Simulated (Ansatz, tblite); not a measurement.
InGa₃P₄: GFN2-xTB, run from Python

These are simulated results from tblite 0.8.0, not measurements. The cell was built from a prototype and was relaxed with r2SCAN in plane waves (Ansatz 0.2.0). It may be hypothetical. All runs are without spin polarisation.

It is orthorhombic, Amm2 (No. 38); conventional cell a = 3.933 Å, b = 7.878 Å, c = 11.152 Å, 21.59 Å³ an atom. Ga is surrounded by 4 P at 2.38–2.41 Å; Ga is surrounded by 4 P at 2.34–2.41 Å; In is surrounded by 4 P at 2.49–2.51 Å; P is surrounded by 4 Ga at 2.41 Å; P is surrounded by 3 Ga at 2.38 Å and 1 In at 2.51 Å; P is surrounded by 2 Ga at 2.34 Å and 2 In at 2.49 Å.

tblite solves periodic systems at the zone centre alone, so the script builds a cluster of 3×1×1 conventional cells (48 atoms), which folds in a coarse mesh of k points.

run.py reads:

```python
import json
from ase import Atoms
from ase.build import make_supercell
from ase.units import Bohr, GPa, Hartree
from tblite.interface import Calculator

atoms = Atoms(['Ga', 'Ga', 'Ga', 'In', 'P', 'P', 'P', 'P'],
              cell=[[3.93259684, 0.0, 0.0], [0.0, 3.93885789, 5.57608651], [0.0, -3.93885789, 5.57608651]],
              scaled_positions=[[0.0, -0.000338821, -0.000338821], [0.5, -9.1106e-05, 0.500320567], [0.5, 0.500320567, -9.1106e-05], [0.0, 0.499337168, 0.499337168], [0.5, 0.125070993, 0.125070993], [0.0, 0.109661401, 0.630047567], [0.0, 0.630047567, 0.109661401], [0.5, 0.635992232, 0.635992232]],
              pbc=True)
cluster = make_supercell(atoms, [[3, 0, 0], [0, 1, -1], [0, 1, 1]])
calc = Calculator('GFN2-xTB', cluster.numbers, cluster.positions / Bohr, lattice=cluster.cell[:] / Bohr, periodic=cluster.pbc)
calc.set('temperature', 0.02 / Hartree)
calc.set('max-iter', 150)
res = calc.singlepoint()
levels = res.get('orbital-energies') * Hartree
nv = round(res.get('orbital-occupations').sum() / 2)
cells = len(cluster) // len(atoms)
out = {'energy_per_cell': res.get('energy') * Hartree / cells, 'homo': levels[nv - 1], 'lumo': levels[nv],
       'stress': (-res.get('virial') * Hartree / cluster.get_volume() / GPa).tolist(), 'charges': res.get('charges')[:len(atoms)].tolist(), 'electrons': 2 * nv / cells}
json.dump(out, open('results.json', 'w'))
for key, value in out.items():
    print(key, value)
```

Command: `python run.py`. It took 4.4 s on 1 thread of Arm Neoverse V2, with other jobs on the host, peak memory 0.12 GiB.

The log:

```
------------------------------------------------------------
  cycle        total energy    energy error   density error
------------------------------------------------------------
      1     -88.23828175300  -8.8655525E+01   2.5734870E-01
      2     -90.38349038120  -2.1452086E+00   1.9584918E-01
      3     -90.54307385629  -1.5958348E-01   1.2696580E-01
      4     -90.52893919481   1.4134661E-02   9.4676651E-02
      5     -90.55376507946  -2.4825885E-02   6.8725969E-02
      6     -90.56429406545  -1.0528986E-02   4.3833851E-02
      7     -90.56467914142  -3.8507597E-04   4.9596427E-02
      8     -90.55439062477   1.0288517E-02   4.7332965E-02
      9     -90.55556524192  -1.1746172E-03   3.3977883E-02
     10     -90.55785038712  -2.2851452E-03   1.4627534E-02
     11     -90.55878873589  -9.3834876E-04   6.7863817E-03
     12     -90.55899670238  -2.0796650E-04   3.2681411E-03
     13     -90.55899590244   7.9994948E-07   2.4170764E-03
     14     -90.55901173131  -1.5828875E-05   1.3107636E-03
     15     -90.55901536332  -3.6320081E-06   6.9696470E-04
     16     -90.55901517687   1.8644441E-07   6.2298063E-04
     17     -90.55901577245  -5.9557541E-07   4.3592026E-04
     18     -90.55901617479  -4.0233648E-07   1.3627875E-04
     19     -90.55901634891  -1.7412600E-07   5.8555267E-05
     20     -90.55901635198  -3.0669582E-09   3.2153432E-05
     21     -90.55901635338  -1.4057804E-09   1.0948931E-05
------------------------------------------------------------

 total:                                   3.837 sec
energy_per_cell -410.7060586631567
homo -9.165240845095823
lumo -7.000731795442016
stress [[6.355375973972525, -2.1791821669998638e-08, -7.991653839825131e-08], [-2.17918216695879e-08, 8.923258457972702, 8.588068858590328e-07], [-7.991653842706702e-08, 8.588068859486959e-07, 5.955025345233572]]
charges [0.18129382491084545, 0.1708330711185665, 0.17083059463811556, 0.28834241348197615, -0.19075557523605247, -0.20215590221223878, -0.202159218894487, -0.2162387711939517]
electrons 32.0
```

The cycle table is in hartree for the whole cluster, and the lines after it are in eV (the energy for one cell). The printed stress is in GPa and positive in compression, and the pressure is its mean diagonal.

GFN2-xTB gives a gap of 2.16 eV. On the same cell, plane-wave PBE (Ansatz, 6×4×4 k points and the special points) gives a gap of 1.06 eV and r2SCAN a gap of 1.48 eV; on shared hosts these took about 33 and 55 core-seconds on the 8-atom cell, against 4.4 for the script. Semilocal gaps usually lie below measured ones. xTB was fitted to molecules, so gaps, charges and pressures of solids can be far off, and the gap also depends on the size of the cluster.

The same script was run on cells scaled at fixed shape and fractional coordinates:

```
volume (Å³/atom)  energy (meV/atom)  pressure (GPa, positive in compression)  gap (eV)
           19.00              216.6                                    21.38      3.01
           20.30               79.8                                    12.92      2.81
           21.59                0.0                                     7.08      2.16
           22.89              -38.9                                     2.74      1.20
           24.18              -40.6                                    -9.98      0.37
```

The pressure crosses zero near 23.2 Å³/atom, but the curve is too rough for a fit. Between some volumes the energy jumps against the pressure, likely to another self-consistent state.

xTB was fitted mostly to molecules, and a small cluster samples few k points, so gaps, pressures and kinks along a curve can be far from a solid's.

The runs are scalar-relativistic, without spin-orbit coupling.
